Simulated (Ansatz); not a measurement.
# Ba: the cost of one run

Computed with Ansatz 0.2.0 through its Python package. Level of theory: DFT PBEsol, plane waves, PAW.

## (1) The structure

The structure is hexagonal, space group P6/mmm (No. 191). The conventional cell has a = 6.996 Å, b = 6.996 Å, c = 3.909 Å, α = 90.00°, β = 90.00°, γ = 120.00°. Around Ba (site symmetry -6m2) lie 5 Ba at 3.91 to 4.04 Å.

The script holds or builds the structure itself.

## (2) The script

Contents of ba.py:

```python
'''Convergence of Ba with the k-point mesh.'''

import warnings

import ansatz as az
import pandas as pd


def main() -> None:
    warnings.simplefilter('ignore', az.DeckWarning)

    ba = (
        az.Lattice.from_parameters(6.99607, 6.99607, 3.90939, alpha=90, beta=90, gamma=120)
        .space_group(191)
        .atom('Ba', (1 / 3, 2 / 3, 0.5))
    )

    job = ba.calculation()
    job = job.functional('PBEsol')
    job = job.pseudopotentials('paw')
    job = job.occupations('methfessel_paxton', width=0.05).forces()
    job = job.stress()

    rows = []
    for value in [(2, 2, 2), (2, 2, 3), (3, 3, 4), (3, 3, 5), (4, 4, 6), (5, 5, 7)]:
        report = job.kpoints(*value).run(threads=1, backend='cpu').report
        rows.append((value, report['free_energy_ev'] / len(report['lattice']['sites']), report['n_iterations'], sum(report['stress_gpa'][i][i] for i in range(3)) / 3, max(abs(f) for row in report['forces_ev_ang'] for f in row), report['n_kpoints']))

    table = pd.DataFrame(rows, columns=['mesh', 'F/atom (eV)', 'iterations', 'P (GPa)', 'max component (eV/A)', 'k-points'])
    print(table.round(5).to_string(index=False))

    # differences from the last row
    for row in rows[:-1]:
        shift = 1000 * (row[1] - rows[-1][1])
        print(f'{row[0]}: {shift:+.2f} meV/atom' + ('  (within 2 meV)' if abs(shift) < 2 else ''))


if __name__ == '__main__':
    main()
```

## (3) What the engine is handed

The engine receives this input (first run):

```yaml
crystal:
  lattice:
    a: 6.99607
    b: 6.99607
    c: 3.90939
    alpha: 90.0
    beta: 90.0
    gamma: 120.0
  space_group: 191
  atoms:
    - { symbol: Ba, position: [0.3333333333333333, 0.6666666666666666, 0.5] }
kpoints:
  mp_grid:
    grid: [2, 2, 2]
hamiltonian:
  xc: pbesol
  pseudopotentials:
    kind: paw
scf:
  occupations:
    method: methfessel_paxton
    width: 0.05
output:
  forces: true
  stress: true
```

## (4) Running it

On the command line:

```sh
> python ba.py
```

Q: Estimate wall time and peak memory on 1 thread of Arm Neoverse V2, shared host.

About 8.8 s, with a peak of 0.48 GiB.
